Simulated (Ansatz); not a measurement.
# BH2NZn: one structure at several levels

Aim: energy, forces and dipole at a structure displaced at random from a GFN2-xTB minimum, from CCSD(T) and from density functionals.

The runs use Ansatz 0.2.0, Gaussian basis; single points in def2-TZVPP.

Cores are frozen in the correlated methods. The 3s and 3p shells of Cu and Zn are frozen; filled d shells are correlated.

### 1 Where the work starts

SMILES `B=[N][ZnH]`, 5 atoms, charge 0, spin multiplicity 1.

Atoms are counted from 1 here; the program's logs count them from 0.

Bond lengths: B1–N2 1.366 Å, B1–H4 1.084 Å, N2–Zn3 1.936 Å, Zn3–H5 1.395 Å. Angles: N2–B1–H4 172.8°, B1–N2–Zn3 174.2°, N2–Zn3–H5 169.1°.

As a file:

```
B    -1.6062   -0.2449   -0.3607
N    -0.2841   -0.0551   -0.0734
Zn    1.5305    0.3434    0.4707
H    -2.6313   -0.5293   -0.5709
H     2.8805    0.6670    0.6031
```

### 2 CCSD(T)/def2-TZVPP

run/in.yaml reads:

```yaml
crystal:
  periodic: [false, false, false]
  atoms:
    - {symbol: B, position_ang: [-1.606200, -0.244900, -0.360700]}
    - {symbol: N, position_ang: [-0.284100, -0.055100, -0.073400]}
    - {symbol: Zn, position_ang: [1.530500, 0.343400, 0.470700]}
    - {symbol: H, position_ang: [-2.631300, -0.529300, -0.570900]}
    - {symbol: H, position_ang: [2.880500, 0.667000, 0.603100]}
basis:
  gaussian: {orbitals: def2-TZVPP}
correlation: {method: ccsd_t, frozen_orbitals: {B: 1, H: 0, "N": 1, Zn: 9}}
output: {forces: true}
```

No record of the launch command was kept for these runs.

### 3 PBE0-D4/def2-TZVPP

run/in.yaml, as its differences from that of step 2:

```diff
@@ -10,3 +10,3 @@
   gaussian: {orbitals: def2-TZVPP}
-correlation: {method: ccsd_t, frozen_orbitals: {B: 1, H: 0, "N": 1, Zn: 9}}
-output: {forces: true}
+hamiltonian: {xc: pbe0, dispersion: d4}
+output: {forces: true, orbitals: {seedname: orbitals}}
```

### 4 wB97M-V/def2-TZVPP

run/in.yaml, as its differences from that of step 3:

```diff
@@ -10,3 +10,3 @@
   gaussian: {orbitals: def2-TZVPP}
-hamiltonian: {xc: pbe0, dispersion: d4}
-output: {forces: true, orbitals: {seedname: orbitals}}
+hamiltonian: {xc: {name: wB97M-V}}
+output: {forces: true}
```

### 5 r2SCAN-D4/def2-TZVPP

run/in.yaml, as its differences from that of step 4:

```diff
@@ -10,3 +10,3 @@
   gaussian: {orbitals: def2-TZVPP}
-hamiltonian: {xc: {name: wB97M-V}}
+hamiltonian: {xc: r2scan, dispersion: d4}
 output: {forces: true}
```

### 6 PBE-D4/def2-TZVPP

run/in.yaml, as its differences from that of step 5:

```diff
@@ -10,3 +10,3 @@
   gaussian: {orbitals: def2-TZVPP}
-hamiltonian: {xc: r2scan, dispersion: d4}
+hamiltonian: {xc: pbe, dispersion: d4}
 output: {forces: true}
```

### 7 CAM-B3LYP-D4/def2-TZVPP

run/in.yaml, as its differences from that of step 6:

```diff
@@ -10,3 +10,3 @@
   gaussian: {orbitals: def2-TZVPP}
-hamiltonian: {xc: pbe, dispersion: d4}
+hamiltonian: {xc: {name: CAM-B3LYP}, dispersion: d4}
 output: {forces: true}
```

### 8 wB97X-V/def2-TZVPP

run/in.yaml, as its differences from that of step 7:

```diff
@@ -10,3 +10,3 @@
   gaussian: {orbitals: def2-TZVPP}
-hamiltonian: {xc: {name: CAM-B3LYP}, dispersion: d4}
+hamiltonian: {xc: {name: wB97X-V}}
 output: {forces: true}
```

(Steps that only read results are left out.)

**Question.** What will these runs give? Wanted: energy less free atoms, CCSD(T)/def2-TZVPP; RMS force component; RMS force error; HOMO and LUMO, PBE0-D4; T1 diagnostic.

As calculated:

| quantity | value |
| --- | --- |
| energy less free atoms, CCSD(T)/def2-TZVPP | -1395.2 kJ/mol |
| RMS force component | 2.939 to 3.287 eV/Å over the methods |
| RMS force error | PBE0-D4 0.300, wB97M-V 0.326, r2SCAN-D4 0.155, PBE-D4 0.046, CAM-B3LYP-D4 0.403, wB97X-V 0.359 eV/Å |
| HOMO and LUMO, PBE0-D4 | -7.38 and -0.75 eV |
| T1 diagnostic | 0.020 |

Against CCSD(T) the functionals' energies less atoms differ by -94.1 to -41.9 kJ/mol, PBE-D4 by -94.1 kJ/mol. CCSD(T) in triple zeta still lacks some correlation energy of the bonds, so part of these gaps is its own basis error and they don't rank the functionals. On forces the order runs from PBE-D4 to CAM-B3LYP-D4. Frozen-core CCSD(T) forces in triple zeta carry basis errors of their own, and this is one geometry, so small gaps rank nothing.
